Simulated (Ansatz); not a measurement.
# Si₄Ge₂H₁₂: one species, many methods

The task here is to estimate one member of a computed series from the others.

The runs use Ansatz 0.2.0, Gaussian basis; functionals in def2-TZVPP, the program's frozen cores in correlated methods.

Plan: LDA (SPW92), PBE-D4, revPBE-D4, BLYP-D4, r2SCAN-D4, B97M-V, PBE0-D4, B3LYP-D4, r2SCANh-D4, r2SCAN0-D4, HSE06-D4, BHLYP-D4, CAM-B3LYP-D4, LC-ωPBE, ωB97X-V, ωB97M-V, B2PLYP, PBE-QIDH; CCSD(T)/def2-SVP; CCSD(T)/def2-TZVPP; MP2/def2-QZVPP; extrapolation to the limit; RPA on PBE.

## The geometry

The geometry comes from an earlier relaxation with PBE0-D4 in a triple-zeta def2 set; it is a stationary point, not always the lowest conformer.

SMILES `[SiH2]1[SiH2][SiH2][GeH2][GeH2][SiH2]1`, 18 atoms, charge 0, spin multiplicity 1.

Atoms are counted from 1 here; the program's logs count them from 0.

Bond lengths: Si1–Si2 2.345 Å, Si1–Si6 2.337 Å, Si1–H7 1.491 Å, Si1–H8 1.490 Å, Si2–Si3 2.343 Å, Si2–H9 1.490 Å, Si2–H10 1.490 Å, Si3–Ge4 2.380 Å, Si3–H11 1.489 Å, Si3–H12 1.490 Å, Ge4–Ge5 2.434 Å, Ge4–H13 1.541 Å, Ge4–H14 1.540 Å, Ge5–Si6 2.386 Å, Ge5–H15 1.541 Å, Ge5–H16 1.541 Å, Si6–H17 1.489 Å, Si6–H18 1.490 Å. Angles: Si2–Si1–Si6 109.0°, Si2–Si1–H7 108.7°, Si2–Si1–H8 110.5°, Si6–Si1–H7 108.0°, Si6–Si1–H8 112.5°, H7–Si1–H8 108.2°, Si1–Si2–Si3 110.6°, Si1–Si2–H9 109.3°, Si1–Si2–H10 109.6°, Si3–Si2–H9 109.7°, Si3–Si2–H10 109.4°, H9–Si2–H10 108.2°, Si2–Si3–Ge4 109.0°, Si2–Si3–H11 110.8°, Si2–Si3–H12 108.9°, Ge4–Si3–H11 112.1°, Ge4–Si3–H12 107.7°, H11–Si3–H12 108.2° and more.

The first run:

in.yaml reads:

```yaml
crystal:
  periodic: [false, false, false]
  atoms:
    - {symbol: Si, position_ang: [0.579896, 1.944906, 0.722962]}
    - {symbol: Si, position_ang: [2.144604, 0.203938, 0.864915]}
    - {symbol: Si, position_ang: [1.240277, -1.789743, 0.028938]}
    - {symbol: Ge, position_ang: [-0.215975, -1.279741, -1.782785]}
    - {symbol: Ge, position_ang: [-2.167804, -0.145184, -0.872084]}
    - {symbol: Si, position_ang: [-1.558462, 1.074883, 1.085670]}
    - {symbol: H, position_ang: [0.618682, 2.510525, -0.656193]}
    - {symbol: H, position_ang: [0.921901, 3.032808, 1.681570]}
    - {symbol: H, position_ang: [2.543867, 0.015658, 2.288315]}
    - {symbol: H, position_ang: [3.361970, 0.560447, 0.082965]}
    - {symbol: H, position_ang: [2.320220, -2.735058, -0.369031]}
    - {symbol: H, position_ang: [0.426035, -2.434700, 1.097661]}
    - {symbol: H, position_ang: [0.498848, -0.334937, -2.768185]}
    - {symbol: H, position_ang: [-0.641046, -2.540798, -2.557608]}
    - {symbol: H, position_ang: [-2.739469, 0.823177, -1.925113]}
    - {symbol: H, position_ang: [-3.254077, -1.186880, -0.542849]}
    - {symbol: H, position_ang: [-2.560061, 2.138638, 1.373982]}
    - {symbol: H, position_ang: [-1.519416, 0.142071, 2.246872]}
basis:
  gaussian: {orbitals: def2-TZVPP}
hamiltonian: {xc: lda}
output: {orbitals: {seedname: orbitals}}
```

Steps of the session up to this table: LDA; PBE-D4 (GGA); revPBE-D4 (GGA); BLYP-D4 (GGA); r2SCAN-D4 (meta-GGA); B97M-V (meta-GGA); PBE0-D4 (hybrid); B3LYP-D4 (hybrid); r2SCANh-D4 (hybrid); r2SCAN0-D4 (hybrid); HSE06-D4 (hybrid); BHLYP-D4 (hybrid); CAM-B3LYP-D4 (range-separated); LC-ωPBE-D4 (range-separated; the results give it without D4); ωB97X-V (range-separated); ωB97M-V (range-separated); B2PLYP (double hybrid); PBE-QIDH (double hybrid).

One of the session's tables, all rows but one given; the rest of the session is left out.

It belongs to the step «Orbital energies across the functionals». 

| functional | HOMO (eV) | gap (eV) |
| --- | --- | --- |
| LDA (SPW92) | -6.68 | 5.05 |
| PBE-D4 | -6.61 | 5.14 |
| revPBE-D4 | -6.57 | 5.18 |
| BLYP-D4 | -6.45 | 5.17 |
| r2SCAN-D4 | -6.85 | 5.57 |
| B97M-V | -6.99 | 5.51 |
| PBE0-D4 | -7.62 | 6.92 |
| B3LYP-D4 | -7.42 | 6.59 |
| r2SCANh-D4 | ? | ? |
| r2SCAN0-D4 | -7.77 | 7.17 |
| HSE06-D4 | -7.23 | 6.18 |
| BHLYP-D4 | -8.50 | 8.74 |
| CAM-B3LYP-D4 | -8.79 | 9.16 |
| LC-ωPBE | -10.04 | 11.41 |
| ωB97X-V | -9.74 | 11.02 |
| ωB97M-V | -9.54 | 10.54 |

Q: Estimate the row for r2SCANh-D4 from the others.

Worked estimate for «HOMO (eV)». Against the share of exact exchange, r2SCAN-D4 (0, -6.85), r2SCAN0-D4 (0.25, -7.77) give a slope of -3.68 per unit share; at 0.1 the line stands at -7.22.

The run gave: HOMO (eV): -7.22; gap (eV): 6.21. In «HOMO (eV)» the line misses by 0.00.
